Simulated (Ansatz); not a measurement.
# H4InO3P: one species, many methods

The task here is to estimate one member of a computed series from the others.

Computed with Ansatz 0.2.0, Gaussian basis. Level: functionals in def2-TZVPP, the program's frozen cores in correlated methods.

Plan: LDA (SPW92), PBE-D4, revPBE-D4, BLYP-D4, r2SCAN-D4, B97M-V, PBE0-D4, B3LYP-D4, r2SCANh-D4, r2SCAN0-D4, HSE06-D4, BHLYP-D4, CAM-B3LYP-D4, LC-ωPBE, ωB97X-V, ωB97M-V, B2PLYP, PBE-QIDH; CCSD(T)/def2-SVP; CCSD(T)/def2-TZVPP; MP2/def2-QZVPP; extrapolation to the limit; RPA on PBE.

## The geometry

An earlier PBE0-D4 in a triple-zeta def2 set relaxation fixed the geometry. In takes the def2 core potential; no spin-orbit term is included.

9 atoms, charge 0, spin multiplicity 1.

Atoms are counted from 1 here; the program's logs count them from 0.

Bond lengths: O1–P2 1.618 Å, O1–H6 0.967 Å, P2–O3 1.755 Å, P2–O4 1.562 Å, O3–H7 0.962 Å, O4–In5 2.107 Å, In5–H8 1.706 Å, In5–H9 1.707 Å. Angles: P2–O1–H6 112.9°, O1–P2–O3 99.7°, O1–P2–O4 104.5°, O3–P2–O4 92.1°, P2–O3–H7 114.6°, P2–O4–In5 108.3°, O4–In5–H8 111.0°, O4–In5–H9 109.7°, H8–In5–H9 136.3°.

Coordinates:

| atom | x (Å) | y (Å) | z (Å) |
| --- | --- | --- | --- |
| O1 | -1.0759 | 1.6627 | 1.2439 |
| P2 | -0.3499 | 1.4289 | -0.1835 |
| O3 | 1.0038 | 0.4374 | 0.3310 |
| O4 | -1.0888 | 0.1992 | -0.8012 |
| In5 | 0.2315 | -1.4421 | -0.7897 |
| H6 | -1.4671 | 0.8554 | 1.6045 |
| H7 | 1.8386 | 0.9090 | 0.4081 |
| H8 | 1.1547 | -1.4922 | -2.2229 |
| H9 | -0.2469 | -2.5584 | 0.4098 |

The first run:

in.yaml reads:

```yaml
crystal:
  periodic: [false, false, false]
  atoms:
    - {symbol: O, position_ang: [-1.075875, 1.662663, 1.243911]}
    - {symbol: P, position_ang: [-0.349891, 1.428931, -0.183537]}
    - {symbol: O, position_ang: [1.003758, 0.437421, 0.331002]}
    - {symbol: O, position_ang: [-1.088823, 0.199222, -0.801151]}
    - {symbol: In, position_ang: [0.231546, -1.442073, -0.789675]}
    - {symbol: H, position_ang: [-1.467150, 0.855395, 1.604461]}
    - {symbol: H, position_ang: [1.838647, 0.909035, 0.408107]}
    - {symbol: H, position_ang: [1.154655, -1.492214, -2.222909]}
    - {symbol: H, position_ang: [-0.246867, -2.558390, 0.409791]}
basis:
  gaussian: {orbitals: def2-TZVPP}
hamiltonian: {xc: lda}
output: {orbitals: {seedname: orbitals}}
```

Command:

```console
ansatz run in.yaml --threads 4 --pin off --events-out ev --progress --plain --max-ram 10444MiB
```

Steps of the session up to this table: LDA; PBE-D4 (GGA); revPBE-D4 (GGA); BLYP-D4 (GGA); r2SCAN-D4 (meta-GGA); B97M-V (meta-GGA); PBE0-D4 (hybrid); B3LYP-D4 (hybrid); r2SCANh-D4 (hybrid); r2SCAN0-D4 (hybrid); HSE06-D4 (hybrid); BHLYP-D4 (hybrid); CAM-B3LYP-D4 (range-separated); LC-ωPBE (range-separated); ωB97X-V (range-separated); ωB97M-V (range-separated); B2PLYP (double hybrid); PBE-QIDH (double hybrid).

One table of the session follows, with a row left open; its other results are not shown here.

It belongs to the step «Frontier levels by functional». 

```
  functional  HOMO (eV)  gap (eV)
 LDA (SPW92)      -5.95      3.84
      PBE-D4      -5.80      3.94
   revPBE-D4      -5.74      3.98
     BLYP-D4      -5.72      3.90
   r2SCAN-D4      -6.02      4.51
      B97M-V      -6.15      4.34
     PBE0-D4      -7.04      5.91
    B3LYP-D4          ?         ?
  r2SCANh-D4      -6.49      5.22
  r2SCAN0-D4      -7.19      6.29
    HSE06-D4      -6.64      5.15
    BHLYP-D4      -8.24      7.74
CAM-B3LYP-D4      -8.42      8.07
     LC-ωPBE      -9.70     10.42
     ωB97X-V      -9.38      9.97
     ωB97M-V      -9.27      9.50
```

Estimate the missing values for B3LYP-D4.

Worked estimate for «HOMO (eV)». Against the share of exact exchange, BLYP-D4 (0, -5.72), BHLYP-D4 (0.5, -8.24) give a slope of -5.04 per unit share; at 0.2 the line stands at -6.73.

The run gave: HOMO (eV): -6.87; gap (eV): 5.47. In «HOMO (eV)» the line misses by +0.14.
